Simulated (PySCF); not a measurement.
# GaCl₂⁺: relaxation and vibrations of the singlet

The task is one start of a wider search on GaCl₂⁺: the singlet, from a bent start. It is relaxed, tested by its Hessian and followed downhill if it is a saddle.

Program: PySCF 2.14.0. Level of theory: PBE0, basis Ga def2-TZVP, Cl def2-TZVP, no relativity, density fitting. These are calculated values, not measurements.

## 1. The starting structure

3 atoms, charge 1, spin multiplicity 1.

Bond lengths: Ga1–Cl2 2.185 Å, Ga1–Cl3 2.185 Å. Angles: Cl2–Ga1–Cl3 110.0°.

```xyz
3
charge 1 multiplicity 1
Ga    0.0000    0.0000    0.0000
Cl    1.7902    0.0000    1.2535
Cl   -1.7902    0.0000    1.2535
```

## 2. The SCF at the typed geometry

One driver script runs all steps and calls PySCF; scf.py shows how it sets up the SCF of each step. The optimiser is the driver's own. After this first run the driver tries any further starts and a stability analysis.

scf.py

```python
from pyscf import gto, scf, dft
mol = gto.M(atom='''
Ga     0.000000     0.000000     0.000000
Cl     1.790200     0.000000     1.253500
Cl    -1.790200     0.000000     1.253500''',
    basis={'Ga': 'def2-TZVP', 'Cl': 'def2-TZVP'},
    charge=1, spin=0)
mf = dft.RKS(mol, xc='PBE0')
mf.grids.atom_grid = (50, 194)
aux = {'Ga': 'def2-universal-JKFIT', 'Cl': 'def2-universal-JKFIT'}
mf = mf.density_fit(auxbasis=aux)
mf.conv_tol = 1e-08
mf.diis_space = 10
mf.max_cycle = 60
mf.init_guess = 'minao'
mf.verbose = 4
mf.kernel()
```

Run with:

```console
$ OMP_NUM_THREADS=4 python axn.py task.json out
```

The log of the run:

```text
init E= -2844.39331239847
  HOMO = -0.374218633425773  LUMO = -0.204034885594108  gap/eV = 4.63094
cycle= 1 E= -2844.29402813525  delta_E= 0.0993  |g|= 0.933  |ddm|= 1.81
  HOMO = -0.500715131762083  LUMO = -0.481351127995312  gap/eV = 0.52692
cycle= 2 E= -2843.72273202085  delta_E= 0.571  |g|= 1.86  |ddm|= 2.29
  HOMO = -0.571727259540912  LUMO = -0.438057583049599  gap/eV = 3.63734
cycle= 3 E= -2844.4455082268  delta_E= -0.723  |g|= 0.215  |ddm|= 1.71
  HOMO = -0.542183068949459  LUMO = -0.435057558445404  gap/eV = 2.91503
cycle= 4 E= -2844.45302400612  delta_E= -0.00752  |g|= 0.0971  |ddm|= 0.296
  HOMO = -0.5495399390758  LUMO = -0.429086756541359  gap/eV = 3.27770
cycle= 5 E= -2844.45594278148  delta_E= -0.00292  |g|= 0.00977  |ddm|= 0.0968
  HOMO = -0.550830565514299  LUMO = -0.428899805289912  gap/eV = 3.31790
cycle= 6 E= -2844.45596780332  delta_E= -2.5e-05  |g|= 0.00256  |ddm|= 0.00937
  HOMO = -0.550619286455792  LUMO = -0.428405552841234  gap/eV = 3.32561
cycle= 7 E= -2844.45596956002  delta_E= -1.76e-06  |g|= 0.000774  |ddm|= 0.00311
  HOMO = -0.550585726784795  LUMO = -0.428490713765441  gap/eV = 3.32237
cycle= 8 E= -2844.45596978046  delta_E= -2.2e-07  |g|= 9.17e-05  |ddm|= 0.00104
  HOMO = -0.550592802615705  LUMO = -0.428501359583088  gap/eV = 3.32228
cycle= 9 E= -2844.4559697842  delta_E= -3.74e-09  |g|= 4.76e-05  |ddm|= 0.000173
  HOMO = -0.550588328301345  LUMO = -0.428500483168204  gap/eV = 3.32218
Extra cycle  E= -2844.45596978453  delta_E= -3.34e-10  |g|= 4.02e-05  |ddm|= 7.38e-05
converged SCF energy = -2844.45596978453
```

This step, with its further starts and checks, needed 6.2 s of wall time on 4 threads of Arm Neoverse V2, shared host.

No lower closed-shell solution turned up in the test of internal stability.

## 3. Relaxing the singlet from the bent start

The program finds C2v symmetry in the start, which this walk keeps. The walk stops when the largest gradient is under 0.0003 Eh/bohr and the energy has settled too.

Changes to scf.py since step 2:

```diff
@@ -3,3 +3,3 @@
-Ga     0.000000     0.000000     0.000000
-Cl     1.790200     0.000000     1.253500
-Cl    -1.790200     0.000000     1.253500''',
+Ga     0.000000     0.000000    -0.631318
+Cl     1.790200     0.000000     0.622182
+Cl    -1.790200     0.000000     0.622182''',
@@ -15 +14,0 @@
-mf.init_guess = 'minao'
```

Energy and gradient, step by step:

```
step   energy (Eh)  change (kJ/mol)  largest symmetric gradient (Eh/bohr)
   0  -2844.455970             0.00                               0.06680
   1  -2844.480300           -63.88                               0.03937
   2  -2844.498254          -111.02                               0.02007
   3  -2844.506539          -132.77                               0.01775
   4  -2844.510071          -142.04                               0.00688
   5  -2844.510919          -144.27                               0.00169
   6  -2844.510988          -144.45                               0.00058
   7  -2844.510989          -144.45                               0.00055
   8  -2844.510990          -144.46                               0.00003
```

The walk took 13 s.

After 8 steps and 144.5 kJ/mol it ends at D∞h: Ga–Cl 2.024 Å (×2); Cl–Ga–Cl 180.0°.

## 4. Hessian and properties

On the finer grid the gradient is checked again; gradients at displacements of ±0.02 bohr then give force constants and infrared intensities.

Changes to scf.py since step 3:

```diff
@@ -3,3 +3,3 @@
-Ga     0.000000     0.000000    -0.631318
-Cl     1.790200     0.000000     0.622182
-Cl    -1.790200     0.000000     0.622182''',
+Ga     0.000000     0.000000     0.000000
+Cl     2.023874     0.000000    -0.000000
+Cl    -2.023874     0.000000     0.000000''',
@@ -9 +9 @@
-mf.grids.atom_grid = (50, 194)
+mf.grids.atom_grid = (75, 302)
@@ -12 +12 @@
-mf.conv_tol = 1e-08
+mf.conv_tol = 1e-10
```

The driver hands on the density of the step before, so the log starts near convergence.

Log of the central SCF (cycles and frontier levels):

```text
init E= -2844.51089373817
  HOMO = -0.58127598933115  LUMO = -0.327844419507322  gap/eV = 6.89622
cycle= 1 E= -2844.51089373816  delta_E= 3.18e-12  |g|= 1.6e-06  |ddm|= 1.62e-06
  HOMO = -0.581275927858898  LUMO = -0.327844441495671  gap/eV = 6.89622
Extra cycle  E= -2844.51089373816  delta_E= 3.18e-12  |g|= 1.77e-06  |ddm|= 1.77e-06
converged SCF energy = -2844.51089373816
```

The whole step took 13 s.

Geometry: D∞h; Ga–Cl 2.024 Å (×2); Cl–Ga–Cl 180.0°.

Modes, for the most abundant isotopes:

| symmetry | ω (cm⁻¹) | IR (km/mol) |
| --- | --- | --- |
| πu | 114 | 18.4 |
| σg+ | 426 | 0.0 |
| σu+ | 613 | 64.5 |

Every mode is real; the point is a minimum.

Properties at this point:

```
Dipole moment about the centre of mass                          : 0.00 D
Highest occupied level                                          : -15.82 eV
Lowest empty level                                              : -8.92 eV
Rotational constants                                            : 0.05885 cm⁻¹
Zero-point energy                                               : 7.6 kJ/mol
Principal polarisabilities                                      : 29.5, 29.5, 67.5 bohr³
Principal traceless quadrupole moments about the centre of mass : -3.51, -3.51, 7.02 D Å
Entropy at 298.15 K and 1 bar                                   : 273.1 J/(mol K)
Heat capacity Cp at 298.15 K                                    : 55.4 J/(mol K)
Enthalpy at 298.15 K above 0 K                                  : 13.55 kJ/mol
Rotational symmetry number                                      : 2
```

Charges (e) and bond orders:

```tsv
atom	Mulliken	Löwdin	polar tensor	Mayer order to Ga1
Ga1	0.80	0.01	1.38	–
Cl2,3	0.10	0.50	-0.19	1.51
```

Mulliken populations on Ga1: s 6.92, p 13.01, d 10.18, f 0.09.

## 5. Results

```
                            quantity                                value
                             minimum                         singlet, D∞h
                            geometry  Ga–Cl 2.024 Å (×2); Cl–Ga–Cl 180.0°
                  wavenumbers (cm⁻¹)       114 (πu), 426 (σg+), 613 (σu+)
      dipole moment (centre of mass)                               0.00 D
highest occupied, lowest empty level                     -15.82, -8.92 eV
          polar-tensor charge of Ga1                              +1.38 e
                   zero-point energy                           7.6 kJ/mol
                 entropy at 298.15 K                      273.1 J/(mol K)
```

The bent start (C2v) ends in a minimum of D∞h symmetry. In the infrared the band at 613 cm⁻¹ (σu+, stretch) leads. Only this shape and spin were tried, so other structures or states may lie lower.

The search up to here took 32 s.
